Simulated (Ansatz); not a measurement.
This script makes vertical energies of changing the electron count of BrCl2HSi, SMILES Cl[SiH](Cl)Br with the Python package of Ansatz (0.2.0).

The script, `ip_brcl2hsi.py`:
```python
'''Removing and adding an electron on BrCl2HSi at fixed geometry.'''

import logging
import sys

import ansatz

logging.basicConfig(stream=sys.stdout, format='%(name)s: %(message)s')
log = logging.getLogger('brcl2hsi')
log.setLevel(logging.INFO)


def total_energy(molecule, charge=0, unpaired=0):
    calc = (
        molecule.calculation()
        .basis(gaussian='def2-SVPD')  # the orbital basis, by name
        .functional('pbe', dispersion='d4')
    )
    if charge:
        calc = calc.charge(charge)
    if unpaired:
        calc = calc.spin('collinear', total=unpaired)
    return calc.run().report['free_energy_ev']

brcl2hsi = (
    ansatz.Crystal.molecule()
    .atom('Cl', (1.7185, -0.8173, 0.7866))
    .atom('Si', (-0.0996, -0.0015, 0.0972))
    .atom('Cl', (0.3046, 1.8809, -0.5944))
    .atom('Br', (-0.8229, -1.2274, -1.5428))
    .atom('H', (-1.0507, 0.0916, 1.2119))
)

# total-energy differences at one geometry
parent = total_energy(brcl2hsi, 0, 0)
cation = total_energy(brcl2hsi, 1, 1)
log.info(f'E(N)   = {parent:.5f} eV')
log.info(f'E(N-1) = {cation:.5f} eV  (1 unpaired)')
log.info(f'vertical ionisation energy {cation - parent:.3f} eV')
anion = total_energy(brcl2hsi, -1, 1)
log.info(f'E(N+1) = {anion:.5f} eV  (1 unpaired)')
log.info(f'vertical electron affinity {parent - anion:.3f} eV' + ('' if anion < parent else ' (unbound in this basis)'))
log.info(f'fundamental gap IP - EA = {cation + anion - 2 * parent:.3f} eV')
```

What does it cost to change the electron count at this fixed geometry?

At this unrelaxed geometry removing an electron costs 10.62 eV and an added one is unbound in this basis (by 0.43 eV).

The output:

`python ip_brcl2hsi.py` gives:
```text
brcl2hsi: E(N)   = -102946.43650 eV
brcl2hsi: E(N-1) = -102935.81586 eV  (1 unpaired)
brcl2hsi: vertical ionisation energy 10.621 eV
brcl2hsi: E(N+1) = -102946.01046 eV  (1 unpaired)
brcl2hsi: vertical electron affinity -0.426 eV (unbound in this basis)
brcl2hsi: fundamental gap IP - EA = 11.047 eV
```

Notes:
- Total energies depend on the basis set; only differences at equal settings carry meaning.
- The geometry is a force-field or estimated start, not a minimum of this method, and the basis set is short of its limit. All parts are taken at fixed geometry, without zero-point energy. At an unrelaxed start these energies can be a whole eV from those at the minimum, and a small affinity can change sign.
- A negative electron affinity means that the anion is unbound here; its size hangs on the basis and tends to about zero as the basis grows, and so does its part in any gap built on it.
- Run time: 40 s on 1 thread of Arm Neoverse V2 (shared host), peak memory 0.33 GiB.

(Lines on the test bed's own set-up are left out of the output.)
